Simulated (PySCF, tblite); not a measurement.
# C5H7ClF2Si: geometry, infrared bands and NMR shifts

What infrared bands and NMR shifts should C5H7ClF2Si (`F[C@H](Cl)C=C1C[SiH](F)C1`) show?

Programs: tblite 0.8.0 and PySCF 2.14.0, with density-fitted response routines of our own. Each step states its level of theory. These are calculated values for one molecule in the gas phase, unless marked as measured. Atoms count from 0, in the outputs and in this text.

## 1. The molecule as given

16 atoms, charge 0, multiplicity 1; geometry from: force field or distance geometry start.

Bonds of the start (Å): F0–C1 1.38, C1–Cl2 1.77, C1–C3 1.50, C3–C4 1.35, C4–C5 1.55, C5–Si6 1.88, Si6–F7 1.59, Si6–C8 1.88, C8–C4 1.54, C1–H9 1.09, C3–H10 1.09, C5–H11 1.09, C5–H12 1.10, Si6–H13 1.48, C8–H14 1.11, C8–H15 1.10.

## 2. Optimising the geometry with GFN2-xTB

What the job is given:

```
{"job": {"kind": "relax", "xc": "GFN2-xTB", "basis": "xTB"}, "charge": 0, "multiplicity": 1}
F      3.297800    -1.121900     0.510800
C      2.404600    -0.550200    -0.368300
Cl     3.306900     0.525700    -1.445300
C      1.378400     0.235200     0.383800
C      0.038600     0.137700     0.275300
C     -0.828600    -0.746300    -0.663400
Si    -2.320700     0.303900    -0.216300
F     -3.480700    -0.558800     0.457200
C     -1.056000     0.900200     1.044000
H      1.966100    -1.356300    -0.955700
H      1.772900     0.916000     1.131000
H     -0.577200    -0.714400    -1.723800
H     -0.920000    -1.792400    -0.349300
H     -2.775000     1.279800    -1.237000
H     -0.961700     2.001200     1.072600
H     -1.253000     0.549500     2.073000
```

On the command line:

```bash
$ OMP_NUM_THREADS=1 python probes_run.py task.json out
```

The driver reads the jobs from task.json and runs them one after another.

**Question.** This job is followed by: GFN2-xTB harmonic vibrations, gas phase; GIAO PBE0/pcSseg-1 NMR shielding, non-relativistic, gas phase. Predict these results of the whole session: strongest single infrared mode (GFN2-xTB); zero-point energy (GFN2-xTB); 13C shifts against TMS (PBE0/pcSseg-1); 1H shifts against TMS (PBE0/pcSseg-1); 19F shifts against CFCl3 (PBE0/pcSseg-1); 35Cl shifts against HCl (PBE0/pcSseg-1); 29Si shifts against TMS (PBE0/pcSseg-1).

The runs gave:

| quantity | value |
| --- | --- |
| strongest single infrared mode (GFN2-xTB) | 844 cm⁻¹, 303 km/mol |
| zero-point energy (GFN2-xTB) | 66.8 kcal/mol |
| 13C shifts against TMS (PBE0/pcSseg-1) | 148.2, 133.1, 109.1, 34.4, 30.6 ppm |
| 1H shifts against TMS (PBE0/pcSseg-1) | 6.93, 6.26, 5.69, 2.86, 2.58, 2.53, 2.42 ppm |
| 19F shifts against CFCl3 (PBE0/pcSseg-1) | -155.8, -190.7 ppm |
| 35Cl shifts against HCl (PBE0/pcSseg-1) | 288 ppm |
| 29Si shifts against TMS (PBE0/pcSseg-1) | 19.6 ppm |

**Reading.** The optimisation took 70 steps and gained 0.304 eV; among the close pairs (by a distance rule), C4–C5 changed most, from 1.554 to 1.511 Å. No mode is imaginary among the 42: a minimum at this level. The strongest single mode, at 844 cm⁻¹, is spread over many atoms; the largest shares are those of Si6, F7. GFN2-xTB is a fitted tight-binding method: band positions and strengths are rough. Its intensities can rank the bands wrongly. H9 (hydrogen on an allylic sp3 CH bonded to Cl and F) lies farthest downfield among hydrogen, at 6.93 ppm; its carbon carries Cl and F, hence the downfield position. At PBE0/pcSseg-1: The largest span, 720 ppm, is at Cl2, where the paramagnetic term is -484 ppm.
